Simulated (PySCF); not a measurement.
# C₆H₉BN₂: magnetic properties

What do calculations give for the magnetic properties of C₆H₉BN₂ (`C#C[C@@]1(C=C)CNBN1`)?

Programs: PySCF 2.14.0, with routines of our own; each step states its level. All values are computed. Atoms count from 0.

## (1) The system as given

18 atoms, charge 0, multiplicity 1; geometry from: GFN2-xTB.

## (2) Magnetic properties: GIAO B3LYP/pcSseg-1

The job: settings as JSON, then the geometry in Å.

```
{"job": {"kind": "mag", "xc": "B3LYP", "basis": "pcSseg-1", "isotopologues": 0}, "charge": 0, "multiplicity": 1}
C     -0.446172     2.958782     0.018646
C     -0.318089     1.781270    -0.154631
C     -0.157676     0.337711    -0.313603
C     -1.512205    -0.251754    -0.652221
C     -2.010442    -1.337349    -0.093708
C      0.871309     0.011700    -1.441110
N      1.897549    -0.755469    -0.775830
B      1.657090    -0.896376     0.597489
N      0.445102    -0.245513     0.869789
H     -0.556305     3.993835     0.152253
H     -2.053491     0.288387    -1.418146
H     -1.467431    -1.879047     0.663144
H     -2.972730    -1.730688    -0.374765
H      0.389762    -0.564113    -2.243376
H      1.274026     0.936261    -1.877104
H      2.661642    -1.083228    -1.338219
H      2.329958    -1.453005     1.367804
H     -0.040655    -0.105085     1.737173
```

Method: GIAO B3LYP/pcSseg-1 magnetisability, rotational g tensor and spin-rotation constants, non-relativistic, gas phase.

Started as:

```bash
$ OMP_NUM_THREADS=1 python excited_run.py task.json out
```

The driver reads the jobs from task.json and runs them one after another.

Log:

```text
coarse grid: 15312 points
cycle   1  E = -368.1822009077  dE =  1.383e+00  |g| = 6.261e-01  |ddm| = 4.039e+00
cycle   2  E = -368.1513151900  dE =  3.089e-02  |g| = 7.470e-01  |ddm| = 1.249e+00
cycle   3  E = -368.2729254475  dE = -1.216e-01  |g| = 1.222e-01  |ddm| = 6.789e-01
cycle   4  E = -368.2756912608  dE = -2.766e-03  |g| = 5.368e-02  |ddm| = 1.442e-01
cycle   5  E = -368.2762186392  dE = -5.274e-04  |g| = 2.890e-02  |ddm| = 6.133e-02
cycle   6  E = -368.2764126421  dE = -1.940e-04  |g| = 4.819e-03  |ddm| = 2.239e-02
cycle   7  E = -368.2764171432  dE = -4.501e-06  |g| = 2.151e-03  |ddm| = 4.672e-03
final grid: 148792 points
cycle   8  E = -368.3460320804  dE = -4.232e-05  |g| = 8.118e-03  |ddm| = 4.521e-02
cycle   9  E = -368.3460139525  dE =  1.813e-05  |g| = 1.201e-02  |ddm| = 1.803e-02
cycle  10  E = -368.3460473311  dE = -3.338e-05  |g| = 1.353e-03  |ddm| = 1.124e-02
cycle  11  E = -368.3460477550  dE = -4.239e-07  |g| = 3.903e-04  |ddm| = 1.234e-03
cycle  12  E = -368.3460477841  dE = -2.916e-08  |g| = 1.794e-04  |ddm| = 4.432e-04
cycle  13  E = -368.3460477909  dE = -6.732e-09  |g| = 7.290e-05  |ddm| = 1.978e-04
cycle  14  E = -368.3460477921  dE = -1.194e-09  |g| = 2.066e-05  |ddm| = 6.467e-05
cycle  15  E = -368.3460477922  dE = -9.970e-11  |g| = 2.927e-06  |ddm| = 2.059e-05
converged SCF energy = -368.3460477922

Magnetisability tensor (1e-30 J/T^2)
    -1258.79       32.95       37.40
       32.95    -1393.87      -80.34
       37.40      -80.34    -1268.53
isotropic -1307.06   principal values   -1444.59  -1258.99  -1217.60
isotropic susceptibility -78.713 1e-6 cm^3/mol

Inertial axes            a          b          c
rot. const./GHz      2.0525     1.6966     1.2285
chi total           -82.585    -77.279    -76.275
chi diamagnetic    -708.927   -810.460  -1079.003
chi paramagnetic    626.342    733.182   1002.728
quadrupole/D A        0.091     -0.835      0.745
g nuclear            0.5945     0.5728     0.5692
g electronic        -0.6040    -0.5844    -0.5787
g total             -0.0094    -0.0116    -0.0095

Spin-rotation constants (kHz, H = +C I.J)
atom  isotope        aa         bb         cc
  6    14N        0.183      0.106      0.050
  7    11B        0.583      0.322      0.350
  8    14N        0.111      0.118      0.118
  9     1H       -0.047     -0.124     -0.141
 10     1H       -0.013     -0.173     -0.003
 11     1H       -0.031     -0.168     -0.011
 12     1H       -0.190      0.104     -0.118
 13     1H       -0.219     -0.070     -0.008
 14     1H       -0.175      0.015     -0.084
 15     1H       -0.032     -0.174     -0.106
 16     1H       -0.020     -0.169     -0.025
 17     1H       -0.201     -0.205      0.023
  0    13C*       0.305      0.421      0.375
  1    13C*       0.241      0.473      0.490
  2    13C*       0.438      0.394      0.237
  3    13C*       0.707      0.658      0.416
  4    13C*       0.520      0.634      0.328
  5    13C*       0.413      0.395      0.287
* in the singly substituted isotopologue
```

Wall time 37 s (1 thread of Arm Neoverse V1, shared host); peak memory 0.89 GiB.

Key values:

```
              quantity                      value
       magnetisability           -1307·10⁻³⁰ J/T²
  molar susceptibility         -78.7·10⁻⁶ cm³/mol
rotational g (a, b, c)  -0.0094, -0.0116, -0.0095
```

## (3) Magnetic properties: GIAO KT2/ANO-RCC-VDZP

The job, as its differences from that of step 2:

```diff
@@ -1,2 +1,2 @@
-{"job": {"kind": "mag", "xc": "B3LYP", "basis": "pcSseg-1", "isotopologues": 0}, "charge": 0, "multiplicity": 1}
+{"job": {"kind": "mag", "xc": "KT2", "basis": "ANO-RCC-VDZP", "scf": {"guess": "vsap"}}, "charge": 0, "multiplicity": 1}
 C     -0.446172     2.958782     0.018646
```

With the program's defaults for keys left out, this is: GIAO KT2/ANO-RCC-VDZP magnetisability, rotational g tensor and spin-rotation constants, non-relativistic, gas phase.

Log:

```text
final grid: 148792 points
cycle   1  E = -340.2108113233  dE =  3.192e+01  |g| = 8.742e+00  |ddm| = 3.583e+01
cycle   2  E = -276.3920449989  dE =  6.382e+01  |g| = 1.428e+01  |ddm| = 4.003e+01
cycle   3  E = -351.9153669553  dE = -7.552e+01  |g| = 7.740e+00  |ddm| = 2.096e+01
cycle   4  E = -338.9107872548  dE =  1.300e+01  |g| = 8.027e+00  |ddm| = 1.597e+01
cycle   5  E = -372.3582741522  dE = -3.345e+01  |g| = 2.355e+00  |ddm| = 1.255e+01
cycle   6  E = -371.2994875472  dE =  1.059e+00  |g| = 3.125e+00  |ddm| = 8.450e+00
cycle   7  E = -374.8121470480  dE = -3.513e+00  |g| = 7.592e-01  |ddm| = 7.250e+00
cycle   8  E = -374.8190405883  dE = -6.894e-03  |g| = 7.148e-01  |ddm| = 1.220e+00
cycle   9  E = -374.9407043056  dE = -1.217e-01  |g| = 2.945e-01  |ddm| = 7.115e-01
cycle  10  E = -374.9588483007  dE = -1.814e-02  |g| = 1.434e-01  |ddm| = 3.587e-01
cycle  11  E = -374.9619743401  dE = -3.126e-03  |g| = 9.953e-02  |ddm| = 2.159e-01
cycle  12  E = -374.9639307294  dE = -1.956e-03  |g| = 6.542e-02  |ddm| = 1.326e-01
cycle  13  E = -374.9649830308  dE = -1.052e-03  |g| = 1.244e-02  |ddm| = 7.435e-02
cycle  14  E = -374.9650156629  dE = -3.263e-05  |g| = 5.318e-03  |ddm| = 1.760e-02
cycle  15  E = -374.9650226734  dE = -7.010e-06  |g| = 1.334e-03  |ddm| = 6.343e-03
cycle  16  E = -374.9650230680  dE = -3.947e-07  |g| = 4.870e-04  |ddm| = 1.613e-03
cycle  17  E = -374.9650231015  dE = -3.342e-08  |g| = 3.554e-04  |ddm| = 6.666e-04
cycle  18  E = -374.9650231313  dE = -2.988e-08  |g| = 6.740e-05  |ddm| = 3.690e-04
cycle  19  E = -374.9650231324  dE = -1.097e-09  |g| = 1.255e-05  |ddm| = 7.257e-05
cycle  20  E = -374.9650231325  dE = -2.137e-11  |g| = 9.241e-06  |ddm| = 2.112e-05
converged SCF energy = -374.9650231325

Magnetisability tensor (1e-30 J/T^2)
    -1238.87       24.46       32.33
       24.46    -1369.66      -77.29
       32.33      -77.29    -1236.40
isotropic -1281.64   principal values   -1412.49  -1240.47  -1191.98
isotropic susceptibility -77.182 1e-6 cm^3/mol

Inertial axes            a          b          c
rot. const./GHz      2.0525     1.6966     1.2285
chi total           -80.721    -76.471    -74.355
chi diamagnetic    -707.058   -808.393  -1076.816
chi paramagnetic    626.337    731.922   1002.460
quadrupole/D A        0.383     -0.880      0.497
g nuclear            0.5945     0.5728     0.5692
g electronic        -0.6040    -0.5834    -0.5785
g total             -0.0094    -0.0106    -0.0094

Spin-rotation constants (kHz, H = +C I.J)
atom  isotope        aa         bb         cc
  6    14N        0.177      0.103      0.050
  7    11B        0.530      0.295      0.319
  8    14N        0.109      0.116      0.115
  9     1H       -0.039     -0.118     -0.135
 10     1H       -0.011     -0.163     -0.002
 11     1H       -0.030     -0.157     -0.011
 12     1H       -0.188      0.107     -0.116
 13     1H       -0.215     -0.066     -0.002
 14     1H       -0.173      0.021     -0.079
 15     1H       -0.022     -0.167     -0.105
 16     1H       -0.015     -0.167     -0.021
 17     1H       -0.191     -0.200      0.029
  0    13C*       0.279      0.363      0.318
  1    13C*       0.229      0.421      0.433
  2    13C*       0.415      0.373      0.226
  3    13C*       0.641      0.595      0.380
  4    13C*       0.452      0.572      0.287
  5    13C*       0.385      0.370      0.271
* in the singly substituted isotopologue
```

Run time: 3.3 min. Hardware: 1 thread of Arm Neoverse V1, shared host; peak memory 0.74 GiB.

In short:

```
              quantity                      value
       magnetisability           -1282·10⁻³⁰ J/T²
  molar susceptibility         -77.2·10⁻⁶ cm³/mol
rotational g (a, b, c)  -0.0094, -0.0106, -0.0094
```

## (4) The levels compared

```csv
level,ξ (10⁻³⁰ J/T²),g(a),g(b),gap (eV),functions,time
GIAO B3LYP/pcSseg-1,-1307,-0.0094,-0.0116,6.02,198,37 s
GIAO KT2/ANO-RCC-VDZP,-1282,-0.0094,-0.0106,4.29,171,3.3 min
```

## (5) Summary of results

| quantity | value |
| --- | --- |
| magnetisability (step 2, GIAO B3LYP/pcSseg-1) | -1307·10⁻³⁰ J/T² |
| molar susceptibility (step 2, GIAO B3LYP/pcSseg-1) | -78.7·10⁻⁶ cm³/mol |
| rotational g (a, b, c) (step 2, GIAO B3LYP/pcSseg-1) | -0.0094, -0.0116, -0.0095 |
| magnetisability over the levels | -1307 to -1282·10⁻³⁰ J/T² |

In words: The magnetisability spreads by 2.0 % over 2 levels, from GIAO B3LYP/pcSseg-1 (37 s) to GIAO KT2/ANO-RCC-VDZP (3.3 min); the runs took 37 s to 3.3 min. Two levels can agree by chance, so this spread shows no convergence. Vibrational averaging and real surroundings are missing from these values.
